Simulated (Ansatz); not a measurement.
# Ge2TeO: the cost of one run

Method: DFT PBE, scalar-relativistic, plane waves, PAW, in Ansatz 0.2.0.

### Step 1. The system as given

It takes space group P4/mmm (No. 123, tetragonal). Conventional cell: a = 3.999 Å, b = 3.999 Å, c = 5.457 Å, α = 90.00°, β = 90.00°, γ = 90.00°. Ge (site symmetry 4/mmm) has 2 Te at 2.73 Å and 4 O at 2.83 Å in its first shell of neighbours. Ge (site symmetry 4/mmm) is surrounded by 2 O at 2.73 Å and 4 Te at 2.83 Å. Around Te (site symmetry 4/mmm) lie 6 Ge at 2.73 to 2.83 Å. O (site symmetry 4/mmm) is surrounded by 6 Ge at 2.73 to 2.83 Å.

As a file:

```
CELL_PARAMETERS angstrom
3.99886 0.00000 0.00000
0.00000 3.99886 0.00000
0.00000 0.00000 5.45739
ATOMIC_POSITIONS crystal
Ge 0.00000 0.00000 0.50000
Ge 0.50000 0.50000 0.00000
Te 0.00000 0.00000 0.00000
O 0.50000 0.50000 0.50000
```

A structure generator made this guess: species swapped into a database cell of LiNdSe2 (P4/mmm, No. 123), with Te on the Li sites, O on the Nd sites and Ge on the Se sites. The dimensions are guesses.

### Step 2. The guess as it stands, on a coarse mesh

Contents of input.yaml:

```yaml
crystal:
  lattice:
    - [3.99885776, 0.0, 0.0]
    - [0.0, 3.99885776, 0.0]
    - [0.0, 0.0, 5.45738902]
  atoms:
    - { symbol: Ge, position: [0.0, 0.0, 0.5] }
    - { symbol: Ge, position: [0.5, 0.5, 0.0] }
    - { symbol: Te, position: [0.0, 0.0, 0.0] }
    - { symbol: O, position: [0.5, 0.5, 0.5] }
basis:
  ecutwfc: 420
kpoints:
  mp_grid: { grid: [4, 4, 4] }
hamiltonian:
  xc: pbe
scf:
  occupations: { method: gaussian, width: 0.1 }
  lower_state_search: "off"
output:
  forces: true
  stress: true
  eigenvalues: true
```

On the command line:

```
> ansatz run input.yaml --threads 1 --pin off --max-ram 2560MiB --backend cpu --events-out ev --progress --plain --runs-dir out
```

**Question.** How long does this run take on 1 thread of Intel Xeon at 2.50GHz (Skylake/Cascade Lake), shared host, and how much memory does it need?

About 6.1 s, with a peak of 0.39 GiB.
